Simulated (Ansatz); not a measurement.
# CH8BInSi: one species, many methods

The task here is to estimate one member of a computed series from the others.

Method: functionals in def2-TZVPP, the program's frozen cores in correlated methods; program: Ansatz 0.2.0, Gaussian basis.

Plan: PBE-D4, r2SCAN-D4, PBE0-D4, B3LYP-D4, ωB97X-V, ωB97M-V, B2PLYP; CCSD(T)/def2-TZVPP; MP2/def2-QZVPP; extrapolation to the limit.

**Structure used throughout**

All runs share one geometry, relaxed beforehand with PBE0-D4 in a triple-zeta def2 set. In takes the def2 core potential; no spin-orbit term is included.

SMILES `B[SiH2][CH2][InH2]`, 12 atoms, charge 0, spin multiplicity 1.

Atoms are counted from 1 here; the program's logs count them from 0.

Bond lengths: B1–Si2 2.009 Å, B1–H5 1.211 Å, B1–H6 1.195 Å, Si2–C3 1.865 Å, Si2–H7 1.501 Å, Si2–H8 1.492 Å, C3–In4 2.169 Å, C3–H9 1.092 Å, C3–H10 1.092 Å, In4–H11 1.727 Å, In4–H12 1.725 Å. Angles: Si2–B1–H5 119.2°, Si2–B1–H6 125.9°, H5–B1–H6 114.8°, B1–Si2–C3 111.1°, B1–Si2–H7 100.3°, B1–Si2–H8 113.4°, C3–Si2–H7 109.3°, C3–Si2–H8 114.7°, H7–Si2–H8 106.9°, Si2–C3–In4 105.9°, Si2–C3–H9 111.1°, Si2–C3–H10 111.2°, In4–C3–H9 108.3°, In4–C3–H10 111.6°, H9–C3–H10 108.7°, C3–In4–H11 118.4°, C3–In4–H12 119.7°, H11–In4–H12 121.9°.

The first run:

in.yaml

```yaml
crystal:
  periodic: [false, false, false]
  atoms:
    - {symbol: B, position_ang: [-1.605595, 0.908254, 0.269955]}
    - {symbol: Si, position_ang: [0.374951, 1.210410, 0.414356]}
    - {symbol: C, position_ang: [1.303397, -0.406498, 0.381691]}
    - {symbol: In, position_ang: [0.105965, -1.755386, -0.822863]}
    - {symbol: H, position_ang: [-2.013577, -0.062636, -0.327221]}
    - {symbol: H, position_ang: [-2.457255, 1.648355, 0.662655]}
    - {symbol: H, position_ang: [0.628322, 1.953654, -0.864868]}
    - {symbol: H, position_ang: [0.754279, 2.124995, 1.530743]}
    - {symbol: H, position_ang: [1.392214, -0.829521, 1.384715]}
    - {symbol: H, position_ang: [2.304830, -0.277457, -0.033876]}
    - {symbol: H, position_ang: [-0.753328, -3.024080, -0.027130]}
    - {symbol: H, position_ang: [0.042798, -1.545091, -2.534158]}
basis:
  gaussian: {orbitals: def2-TZVPP}
hamiltonian: {xc: pbe, dispersion: d4}
output: {forces: true, orbitals: {seedname: orbitals}}
```

Command:

```
$ ansatz run in.yaml --threads 4 --pin off --events-out ev --progress --plain --max-ram 10444MiB
```

Steps of the session up to this table: PBE-D4 (GGA); r2SCAN-D4 (meta-GGA); PBE0-D4 (hybrid); B3LYP-D4 (hybrid); ωB97X-V (range-separated); ωB97M-V (range-separated); B2PLYP (double hybrid); CCSD(T) in def2-TZVPP; MP2 in def2-QZVPP.

One table of the session follows, with a row left open; its other results are not shown here.

It belongs to the step «Atomisation energies». 

| method | atomisation energy (kJ/mol) |
| --- | --- |
| PBE-D4 | 3555.7 |
| r2SCAN-D4 | 3577.2 |
| PBE0-D4 | 3549.6 |
| B3LYP-D4 | 3556.8 |
| ωB97X-V | ? |
| ωB97M-V | 3579.9 |
| B2PLYP | 3509.5 |
| HF/def2-TZVPP | 2716.6 |
| MP2/def2-TZVPP | 3473.9 |
| CCSD/def2-TZVPP | 3457.9 |
| CCSD(T)/def2-TZVPP | 3493.9 |
| MP2/CBS | 3550.7 |
| CCSD(T)/CBS | 3570.6 |

Estimate the missing values for ωB97X-V.

The run gave: atomisation energy (kJ/mol): 3595.7. In the column «atomisation energy (kJ/mol)» it is the highest.
